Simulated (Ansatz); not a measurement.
**CH₇GeSi radical: a ladder of functionals and wavefunction methods**

One table from this session's results is given with a row withheld; the runs are named, their logs left out.

Computed with Ansatz 0.2.0, Gaussian basis. Level: functionals in def2-TZVPP, the program's frozen cores in correlated methods.

The runs, in order: LDA (SPW92), PBE-D4, revPBE-D4, BLYP-D4, r2SCAN-D4, B97M-V, PBE0-D4, B3LYP-D4, r2SCANh-D4, r2SCAN0-D4, HSE06-D4, BHLYP-D4, CAM-B3LYP-D4, LC-ωPBE, ωB97X-V, ωB97M-V, B2PLYP, PBE-QIDH; CCSD(T)/def2-SVP; CCSD(T)/def2-TZVPP; MP2/def2-QZVPP; extrapolation to the limit; RPA on PBE.

## The relaxed structure

The geometry comes from an earlier relaxation with PBE0-D4 in a triple-zeta def2 set; it is a stationary point, not always the lowest conformer.

10 atoms, charge 0, spin multiplicity 2.

Atoms are counted from 1 here; the program's logs count them from 0.

Bond lengths: C1–Ge2 1.964 Å, C1–H4 1.090 Å, C1–H5 1.093 Å, C1–H6 1.090 Å, Ge2–Si3 2.374 Å, Ge2–H7 1.548 Å, Si3–H8 1.487 Å, Si3–H9 1.488 Å, Si3–H10 1.492 Å. Angles: Ge2–C1–H4 110.1°, Ge2–C1–H5 109.8°, Ge2–C1–H6 110.3°, H4–C1–H5 108.7°, H4–C1–H6 109.0°, H5–C1–H6 108.8°, C1–Ge2–Si3 114.6°, C1–Ge2–H7 109.9°, Si3–Ge2–H7 112.7°, Ge2–Si3–H8 109.4°, Ge2–Si3–H9 108.9°, Ge2–Si3–H10 113.1°, H8–Si3–H9 108.9°, H8–Si3–H10 108.5°, H9–Si3–H10 108.0°.

The first run:

Input file in.yaml:

```yaml
crystal:
  periodic: [false, false, false]
  atoms:
    - {symbol: C, position_ang: [-1.028158, 1.294740, -0.763849]}
    - {symbol: Ge, position_ang: [-0.242377, -0.504237, -0.827312]}
    - {symbol: Si, position_ang: [0.885812, -1.160683, 1.156079]}
    - {symbol: H, position_ang: [-1.599619, 1.486414, -1.672457]}
    - {symbol: H, position_ang: [-0.235698, 2.042757, -0.684078]}
    - {symbol: H, position_ang: [-1.688748, 1.388313, 0.098195]}
    - {symbol: H, position_ang: [0.639336, -0.650745, -2.090889]}
    - {symbol: H, position_ang: [1.389182, -2.550781, 1.000381]}
    - {symbol: H, position_ang: [-0.074283, -1.121059, 2.291745]}
    - {symbol: H, position_ang: [2.037653, -0.275917, 1.495280]}
basis:
  gaussian: {orbitals: def2-TZVPP}
magnetization: {spin_polarized: true, initial_magnetization: 1}
hamiltonian: {xc: lda}
output: {orbitals: {seedname: orbitals}}
```

Command:

```
ansatz run in.yaml --threads 4 --pin off --events-out ev --progress --plain --max-ram 10444MiB
```

Steps of the session up to this table: LDA; PBE-D4 (GGA); revPBE-D4 (GGA); BLYP-D4 (GGA); r2SCAN-D4 (meta-GGA); B97M-V (meta-GGA); PBE0-D4 (hybrid); B3LYP-D4 (hybrid); r2SCANh-D4 (hybrid); r2SCAN0-D4 (hybrid); HSE06-D4 (hybrid); BHLYP-D4 (hybrid); CAM-B3LYP-D4 (range-separated); LC-ωPBE (range-separated); ωB97X-V (range-separated); ωB97M-V (range-separated); B2PLYP (double hybrid); PBE-QIDH (double hybrid).

One of the session's tables, all rows but one given; the rest of the session is left out.

It belongs to the step «Frontier levels by functional». 

```
  functional  HOMO (eV)  LUMO (eV)  gap (eV)
 LDA (SPW92)      -4.71      -3.78      0.93
      PBE-D4      -4.70      -3.42      1.29
   revPBE-D4      -4.68      -3.27      1.41
     BLYP-D4      -4.48      -3.43      1.05
   r2SCAN-D4      -5.06      -3.05      2.01
      B97M-V      -4.89      -3.58      1.31
     PBE0-D4      -5.74      -2.49      3.24
    B3LYP-D4      -5.46      -2.87      2.58
  r2SCANh-D4      -5.43      -2.73      2.70
  r2SCAN0-D4      -6.00      -2.26      3.73
    HSE06-D4      -5.35      -2.87      2.48
    BHLYP-D4      -6.55      -1.67      4.89
CAM-B3LYP-D4      -6.88      -1.57      5.31
     LC-ωPBE          ?          ?         ?
     ωB97X-V      -7.78      -0.64      7.14
     ωB97M-V      -7.64      -0.75      6.89
```

Estimate the missing values for LC-ωPBE.

The run gave: HOMO (eV): -8.27; LUMO (eV): -0.18; gap (eV): 8.10. In the column «HOMO (eV)» it is the lowest.
